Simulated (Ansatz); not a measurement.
# CH₄Cl₂SSi: basis-set convergence

How large a basis does CH₄Cl₂SSi need? Two functionals are run in growing sets.

Computed with Ansatz 0.2.0, Gaussian basis. Level: one geometry, several basis sets.

Levels to be run: PBE0-D4/def2-SVP; ωB97M-V/def2-SVP; PBE0-D4/def2-QZVPP; ωB97M-V/def2-QZVPP; the functionals' def2-TZVPP values are taken from earlier runs.

## Step 1: The geometry

The geometry comes from an earlier relaxation with PBE0-D4 in a triple-zeta def2 set; it is a stationary point, not always the lowest conformer.

SMILES `C[Si](S)(Cl)Cl`, 9 atoms, charge 0, spin multiplicity 1.

Atoms are counted from 1 here; the program's logs count them from 0.

Bond lengths: C1–Si2 1.847 Å, C1–H6 1.092 Å, C1–H7 1.092 Å, C1–H8 1.092 Å, Si2–S3 2.121 Å, Si2–Cl4 2.045 Å, Si2–Cl5 2.051 Å, S3–H9 1.345 Å. Angles: Si2–C1–H6 109.9°, Si2–C1–H7 110.2°, Si2–C1–H8 110.1°, H6–C1–H7 108.9°, H6–C1–H8 109.2°, H7–C1–H8 108.6°, C1–Si2–S3 114.3°, C1–Si2–Cl4 110.1°, C1–Si2–Cl5 108.3°, S3–Si2–Cl4 104.6°, S3–Si2–Cl5 110.6°, Cl4–Si2–Cl5 108.8°, Si2–S3–H9 93.2°.

## Step 2: PBE0-D4 in def2-SVP

Contents of in.yaml:

```yaml
crystal:
  periodic: [false, false, false]
  atoms:
    - {symbol: C, position_ang: [-1.184658, -0.243556, -0.009465]}
    - {symbol: Si, position_ang: [0.555203, 0.242794, -0.394329]}
    - {symbol: S, position_ang: [2.020360, -0.793711, 0.736034]}
    - {symbol: Cl, position_ang: [0.997100, -0.203127, -2.340118]}
    - {symbol: Cl, position_ang: [0.731550, 2.268106, -0.122805]}
    - {symbol: H, position_ang: [-1.317072, -1.313938, -0.177895]}
    - {symbol: H, position_ang: [-1.417149, -0.019000, 1.033977]}
    - {symbol: H, position_ang: [-1.878192, 0.308481, -0.647287]}
    - {symbol: H, position_ang: [1.581356, -0.292350, 1.904785]}
basis:
  gaussian: {orbitals: def2-SVP}
hamiltonian: {xc: pbe0, dispersion: d4}
output: {orbitals: {seedname: orbitals}}
```

Launch:

```console
ansatz run in.yaml --threads 4 --pin off --events-out ev --progress --plain --max-ram 10444MiB
```

After this run come: ωB97M-V in def2-SVP; PBE0-D4 in def2-QZVPP; ωB97M-V in def2-QZVPP.

**Question.** What will the summary of the whole plan be? Wanted: PBE0-D4: double and triple zeta above quadruple; ωB97M-V: double and triple zeta above quadruple.

**Answer**, as computed:

| quantity | value |
| --- | --- |
| PBE0-D4: double and triple zeta above quadruple | 17.95, 1.39 eV |
| ωB97M-V: double and triple zeta above quadruple | 17.83, 1.32 eV |

What this shows: PBE0-D4 gains 16.56 eV from double to triple zeta, then 1.39 eV more. Total energies overstate the basis error of differences, where much of it tends to cancel. The LUMO of ωB97M-V is positive and keeps falling with the basis (2.49 to 1.35 eV): an unbound level that the basis holds in place.
